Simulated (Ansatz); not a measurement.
A nudged elastic band was laid between two geometries of a periodic cell of 17 atoms, Li16H (host Li, host structure bcc, interstitial H).

Theory: DFT PBEsol, scalar-relativistic, plane waves, PAW (Ansatz). Settings: cutoff 420 eV, k mesh 3x3x3, gaussian smearing 0.15 eV, no spin polarisation.

```
movable images  : 5
climbing image  : yes
spring          : 5.0 eV/Å²
optimiser       : quadratic models (default)
start path      : IDPP
force threshold : 0.05 eV/Å
iteration limit : 80
end points      : relaxed
```

Image 0:

```xyz
17
Lattice="6.9800 0.0000 0.0000 0.0000 6.9800 0.0000 0.0000 0.0000 6.9800" Properties=species:S:1:pos:R:3
Li 0.087 -0.002 0.107
Li 3.399 -0.002 0.107
Li 0.060 3.489 -0.080
Li -0.147 0.002 3.484
Li 1.745 1.793 1.827
Li 3.429 3.489 -0.081
Li 3.633 0.002 3.483
Li 5.234 1.832 1.634
Li -0.040 3.494 3.523
Li 1.745 5.184 1.831
Li 1.746 1.701 5.197
Li 3.528 3.494 3.523
Li 5.234 5.136 1.633
Li 5.236 1.607 5.243
Li 1.746 5.273 5.197
Li 5.236 5.362 5.246
H 5.234 -0.003 4.376
```

Image 6:

```xyz
17
Lattice="6.9800 0.0000 0.0000 0.0000 6.9800 0.0000 0.0000 0.0000 6.9800" Properties=species:S:1:pos:R:3
Li 0.010 0.002 -0.152
Li 3.389 0.002 0.082
Li -0.034 3.492 -0.043
Li 0.004 0.002 3.643
Li 1.664 1.789 1.743
Li 3.565 3.491 0.058
Li 3.385 0.002 3.402
Li 5.277 1.702 1.742
Li -0.033 3.492 3.528
Li 1.664 5.193 1.743
Li 1.856 1.836 5.231
Li 3.566 3.491 3.429
Li 5.277 5.280 1.742
Li 5.225 1.611 5.231
Li 1.854 5.147 5.231
Li 5.222 5.369 5.231
H 6.090 -0.005 5.246
```

What changes between the two ends?

Contacts made: Li1–H17. The atom that moves furthest is H17, by 1.22 Å; four of its nearest neighbours are Li14 1.83, Li4 1.83, Li7 1.83, Li16 1.83 Å at the first end and Li1 1.82, Li16 1.83, Li14 1.83, Li4 1.84 Å at the last.

What energy profile does the band end with?

It converged. The highest image is number 6 of 0 to 6, 0.000 eV above the ends, which have the same energy within 2 meV. The highest image is an end point: on this band no image between the ends rises above it. Inner images lie up to 0.027 eV below the lower end, so the ends aren't the lowest states on this path. Limits of this set-up: coarse k mesh, odd electron count without spin, a small cell, in which the defect meets its images.

```csv
image,path coordinate (Å),energy (eV),Li1–H17 (Å)
0,0.00,0.000,3.27
1,0.23,0.000,3.11
2,0.65,-0.007,2.71
3,1.07,-0.027,2.24
4,1.49,-0.017,1.99
5,1.91,-0.002,1.88
6,2.33,0.000,1.82
```

The band took 5 iterations and of the order of 16 core-minutes.

Time of the run: 8.7 min on 2 threads of Arm Neoverse V1, with other jobs on the host, peak memory 1.1 GiB.
